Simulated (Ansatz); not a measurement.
# C4H14GaN3: one species, many methods

An exercise on one series of results from a longer session: the logs are not shown, and one member is left open.

Method: functionals in def2-TZVPP, the program's frozen cores in correlated methods; program: Ansatz 0.2.0, Gaussian basis.

The runs, in order: LDA (SPW92), PBE-D4, revPBE-D4, BLYP-D4, r2SCAN-D4, B97M-V, PBE0-D4, B3LYP-D4, r2SCANh-D4, r2SCAN0-D4, HSE06-D4, BHLYP-D4, CAM-B3LYP-D4, LC-ωPBE, ωB97X-V, ωB97M-V, B2PLYP, PBE-QIDH; CCSD(T)/def2-SVP; CCSD(T)/def2-TZVPP; MP2/def2-QZVPP; extrapolation to the limit; RPA on PBE.

## The geometry

An earlier PBE0-D4 in a triple-zeta def2 set relaxation fixed the geometry.

SMILES `C[N](C)[Ga]([NH2])[N](C)C`, 22 atoms, charge 0, spin multiplicity 1.

Atoms are counted from 1 here; the program's logs count them from 0.

Bond lengths: C1–N2 1.436 Å, C1–H9 1.102 Å, C1–H10 1.101 Å, C1–H11 1.092 Å, N2–C3 1.438 Å, N2–Ga4 1.823 Å, C3–H12 1.101 Å, C3–H13 1.092 Å, C3–H14 1.102 Å, Ga4–N5 1.826 Å, Ga4–N6 1.824 Å, N5–H15 1.006 Å, N5–H16 1.006 Å, N6–C7 1.437 Å, N6–C8 1.437 Å, C7–H17 1.101 Å, C7–H18 1.093 Å, C7–H19 1.101 Å and more. Angles: N2–C1–H9 112.1°, N2–C1–H10 111.5°, N2–C1–H11 111.2°, H9–C1–H10 106.8°, H9–C1–H11 107.8°, H10–C1–H11 107.2°, C1–N2–C3 113.1°, C1–N2–Ga4 124.9°, C3–N2–Ga4 121.9°, N2–C3–H12 111.6°, N2–C3–H13 110.9°, N2–C3–H14 112.0°, H12–C3–H13 107.3°, H12–C3–H14 106.9°, H13–C3–H14 107.9°, N2–Ga4–N5 118.1°, N2–Ga4–N6 121.8°, N5–Ga4–N6 120.0° and more.

Set-up of the first run:

in.yaml

```yaml
crystal:
  periodic: [false, false, false]
  atoms:
    - {symbol: C, position_ang: [1.773334, -1.220565, -0.970865]}
    - {symbol: N, position_ang: [0.911342, -0.120893, -1.304305]}
    - {symbol: C, position_ang: [1.257901, 0.511630, -2.548354]}
    - {symbol: Ga, position_ang: [-0.541008, 0.397519, -0.331236]}
    - {symbol: N, position_ang: [-1.791850, 1.450468, -1.144738]}
    - {symbol: N, position_ang: [-0.713729, -0.024625, 1.434797]}
    - {symbol: C, position_ang: [-1.973368, 0.043939, 2.123426]}
    - {symbol: C, position_ang: [0.378835, -0.383733, 2.296512]}
    - {symbol: H, position_ang: [2.814560, -0.897721, -0.811702]}
    - {symbol: H, position_ang: [1.792516, -1.975339, -1.772635]}
    - {symbol: H, position_ang: [1.437865, -1.723704, -0.062146]}
    - {symbol: H, position_ang: [2.287701, 0.901135, -2.531995]}
    - {symbol: H, position_ang: [0.595211, 1.354979, -2.755410]}
    - {symbol: H, position_ang: [1.192949, -0.185790, -3.398578]}
    - {symbol: H, position_ang: [-2.611210, 1.756434, -0.647508]}
    - {symbol: H, position_ang: [-1.990993, 1.345889, -2.125595]}
    - {symbol: H, position_ang: [-1.963813, 0.796245, 2.927830]}
    - {symbol: H, position_ang: [-2.782460, 0.303237, 1.436323]}
    - {symbol: H, position_ang: [-2.236702, -0.919055, 2.588091]}
    - {symbol: H, position_ang: [0.461953, 0.307647, 3.149627]}
    - {symbol: H, position_ang: [1.329636, -0.351906, 1.761622]}
    - {symbol: H, position_ang: [0.261830, -1.395789, 2.715538]}
basis:
  gaussian: {orbitals: def2-TZVPP}
hamiltonian: {xc: lda}
output: {orbitals: {seedname: orbitals}}
```

On the command line:

```console
$ ansatz run in.yaml --threads 4 --pin off --events-out ev --progress --plain --max-ram 66560MiB --backend cuda --devices 0, --max-vram 37GiB
```

Steps of the session up to this table: LDA; PBE-D4 (GGA); revPBE-D4 (GGA); BLYP-D4 (GGA); r2SCAN-D4 (meta-GGA); B97M-V (meta-GGA); PBE0-D4 (hybrid); B3LYP-D4 (hybrid); r2SCANh-D4 (hybrid); r2SCAN0-D4 (hybrid); HSE06-D4 (hybrid); BHLYP-D4 (hybrid); CAM-B3LYP-D4 (range-separated); LC-ωPBE (range-separated); ωB97X-V (range-separated); ωB97M-V (range-separated); B2PLYP (double hybrid); PBE-QIDH (double hybrid).

One table of the session follows, with a row left open; its other results are not shown here.

It belongs to the step «Orbital energies across the functionals». 

```
  functional  HOMO (eV)  LUMO (eV)  gap (eV)
 LDA (SPW92)      -4.56      -0.80      3.76
      PBE-D4      -4.44      -0.56      3.87
   revPBE-D4      -4.38      -0.43      3.95
     BLYP-D4      -4.33      -0.52      3.81
   r2SCAN-D4      -4.66      -0.19      4.47
      B97M-V      -4.80      -0.52      4.29
     PBE0-D4      -5.70       0.33      6.03
    B3LYP-D4      -5.50       0.02      5.52
  r2SCANh-D4      -5.14       0.12      5.26
  r2SCAN0-D4      -5.87       0.56      6.43
    HSE06-D4          ?          ?         ?
    BHLYP-D4      -6.93       1.08      8.01
CAM-B3LYP-D4      -7.06       1.22      8.27
     LC-ωPBE      -8.36       2.54     10.90
     ωB97X-V      -8.05       2.26     10.32
     ωB97M-V      -7.99       1.92      9.91
```

**Question.** Estimate the row for HSE06-D4.

The run gave: HOMO (eV): -5.30; LUMO (eV): -0.04; gap (eV): 5.26. In the column «HOMO (eV)» it lies between B3LYP-D4 (-5.50) and r2SCANh-D4 (-5.14).
